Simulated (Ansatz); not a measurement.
# TiAl: the cost of one run

Program: Ansatz 0.2.0. Level of theory: DFT PBEsol, scalar-relativistic, plane waves, PAW. These are calculated values, not measurements.

24 further runs of the same task are left out: 24 set aside as unsound or not needed.

### Step 1. The structure to begin with

Symmetry: Pm-3m, No. 221, cubic system. The conventional cell has a = 3.156 Å, b = 3.156 Å, c = 3.156 Å, α = 90.00°, β = 90.00°, γ = 90.00°. Around Ti (site symmetry m-3m) lie 8 Al at 2.73 Å. Al (site symmetry m-3m) has 8 Ti at 2.73 Å as nearest neighbours.

Structure file:

```cif
data_structure
_symmetry_space_group_name_H-M 'P 1'
_symmetry_Int_Tables_number 1
_cell_length_a 3.1564
_cell_length_b 3.1564
_cell_length_c 3.1564
_cell_angle_alpha 90.000
_cell_angle_beta 90.000
_cell_angle_gamma 90.000
_cell_volume 31.45
loop_
_atom_site_label
_atom_site_type_symbol
_atom_site_fract_x
_atom_site_fract_y
_atom_site_fract_z
_atom_site_occupancy
Ti1 Ti 0.00000 0.00000 0.00000 1
Al1 Al 0.50000 0.50000 0.50000 1
```

It goes back to an entry of the Materials Project, which need not be the stable form.

This cell was relaxed beforehand with the same method: volume 15.72 Å³/atom, gap on the mesh none (metal).

### Step 3. The grid

The energy is mapped over volume and the cell's shape.

First coordinate, volume per atom: 7 values from 14.46 to 16.98 Å³. Second coordinate, c/a of the conventional cell: 9 values from 0.870 to 1.518.

Nothing else is relaxed (symmetry fixes all fractional coordinates). Energies count from the relaxed crystal. Points are written as (first, second).

(The set-up runs are not shown.)

### Step 4. Grid point (16.14 Å³, 1.000)

File input.yaml:

```yaml
crystal:
  lattice:
    - [3.184166578, 0.0, 0.0]
    - [0.0, 3.184166578, 0.0]
    - [0.0, 0.0, 3.184166578]
  atoms:
    - { symbol: Ti, position: [0.0, 0.0, 0.0] }
    - { symbol: Al, position: [0.5, 0.5, 0.5] }
basis:
  ecutwfc: 520.0
kpoints:
  mp_grid: { grid: [16, 16, 16] }
hamiltonian:
  xc: pbesol
scf:
  occupations: { method: gaussian, width: 0.15 }
output:
  forces: true
  stress: true
  eigenvalues: true
  write_density: true
  write_potential: true
  elf: true
  volumetric_format: npy
```

Started as:

```bash
ansatz run input.yaml --threads 1 --pin off --max-ram 2048MiB --backend cpu --events-out ev --progress --plain --runs-dir out
```

What time and memory should one allow on 1 thread of Arm Neoverse V2, shared host?

About 5.2 s, with a peak of 0.36 GiB.
